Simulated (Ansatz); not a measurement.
**C3H9BO2: a ladder of functionals and wavefunction methods**

The task here is to estimate one member of a computed series from the others.

Computed with Ansatz 0.2.0, Gaussian basis. Level: functionals in def2-TZVPP, the program's frozen cores in correlated methods.

The runs, in order: PBE-D4, r2SCAN-D4, PBE0-D4, B3LYP-D4, ωB97X-V, ωB97M-V, B2PLYP; CCSD(T)/def2-TZVPP; MP2/def2-QZVPP; extrapolation to the limit.

### Structure used throughout

All runs share one geometry, relaxed beforehand with PBE0-D4 in a triple-zeta def2 set.

SMILES `COB(C)OC`, 15 atoms, charge 0, spin multiplicity 1.

Atoms are counted from 1 here; the program's logs count them from 0.

Bond lengths: C1–O2 1.408 Å, C1–H7 1.094 Å, C1–H8 1.094 Å, C1–H9 1.091 Å, O2–B3 1.367 Å, B3–C4 1.570 Å, B3–O5 1.360 Å, C4–H10 1.090 Å, C4–H11 1.095 Å, C4–H12 1.095 Å, O5–C6 1.413 Å, C6–H13 1.090 Å, C6–H14 1.093 Å, C6–H15 1.093 Å. Angles: O2–C1–H7 111.6°, O2–C1–H8 111.6°, O2–C1–H9 107.9°, H7–C1–H8 108.5°, H7–C1–H9 108.6°, H8–C1–H9 108.6°, C1–O2–B3 121.7°, O2–B3–C4 123.7°, O2–B3–O5 117.3°, C4–B3–O5 118.9°, B3–C4–H10 111.5°, B3–C4–H11 111.4°, B3–C4–H12 111.4°, H10–C4–H11 108.1°, H10–C4–H12 108.1°, H11–C4–H12 106.1°, B3–O5–C6 120.7°, O5–C6–H13 107.5° and more.

The first run:

The input, in.yaml:

```yaml
crystal:
  periodic: [false, false, false]
  atoms:
    - {symbol: C, position_ang: [0.490236, -0.967776, -1.724589]}
    - {symbol: O, position_ang: [0.271416, -0.806412, -0.343588]}
    - {symbol: B, position_ang: [-0.132758, 0.388121, 0.184041]}
    - {symbol: C, position_ang: [-0.389818, 1.678197, -0.673592]}
    - {symbol: O, position_ang: [-0.317829, 0.444983, 1.530102]}
    - {symbol: C, position_ang: [-0.097244, -0.693862, 2.336360]}
    - {symbol: H, position_ang: [1.274094, -0.296594, -2.088723]}
    - {symbol: H, position_ang: [-0.421617, -0.782333, -2.300510]}
    - {symbol: H, position_ang: [0.806464, -1.997398, -1.895415]}
    - {symbol: H, position_ang: [-0.703350, 2.515571, -0.050159]}
    - {symbol: H, position_ang: [0.508944, 1.979106, -1.221881]}
    - {symbol: H, position_ang: [-1.163671, 1.507398, -1.429230]}
    - {symbol: H, position_ang: [-0.307192, -0.411693, 3.368323]}
    - {symbol: H, position_ang: [-0.754837, -1.518062, 2.047776]}
    - {symbol: H, position_ang: [0.937194, -1.039244, 2.261094]}
basis:
  gaussian: {orbitals: def2-TZVPP}
hamiltonian: {xc: pbe, dispersion: d4}
output: {forces: true, orbitals: {seedname: orbitals}}
```

Run with:

```console
$ ansatz run in.yaml --threads 2 --pin off --events-out ev --progress --plain --max-ram 32768MiB --backend cuda --devices 0, --max-vram 18GiB
```

Steps of the session up to this table: PBE-D4 (GGA); r2SCAN-D4 (meta-GGA); PBE0-D4 (hybrid); B3LYP-D4 (hybrid); ωB97X-V (range-separated); ωB97M-V (range-separated); B2PLYP (double hybrid); CCSD(T) in def2-TZVPP; MP2 in def2-QZVPP.

One table of the session follows, with a row left open; its other results are not shown here.

| method | atomisation energy (kJ/mol) |
| --- | --- |
| PBE-D4 | 6211.9 |
| r2SCAN-D4 | 6116.5 |
| PBE0-D4 | 6109.9 |
| B3LYP-D4 | ? |
| ωB97X-V | 6096.6 |
| ωB97M-V | 6113.8 |
| B2PLYP | 6043.3 |
| HF/def2-TZVPP | 4553.3 |
| MP2/def2-TZVPP | 6050.0 |
| CCSD/def2-TZVPP | 5872.6 |
| CCSD(T)/def2-TZVPP | 5950.5 |
| MP2/CBS | 6185.5 |
| CCSD(T)/CBS | 6086.0 |

**Question.** Estimate the row for B3LYP-D4.

The run gave: atomisation energy (kJ/mol): 6100.1. In the column «atomisation energy (kJ/mol)» it lies between ωB97X-V (6096.6) and PBE0-D4 (6109.9).

Limits of these values: Free atoms (3 C, 2 O, 1 B, 9 H) were run apart at each level; the atomisation energy is their sum less the molecule, without zero-point or spin-orbit terms.
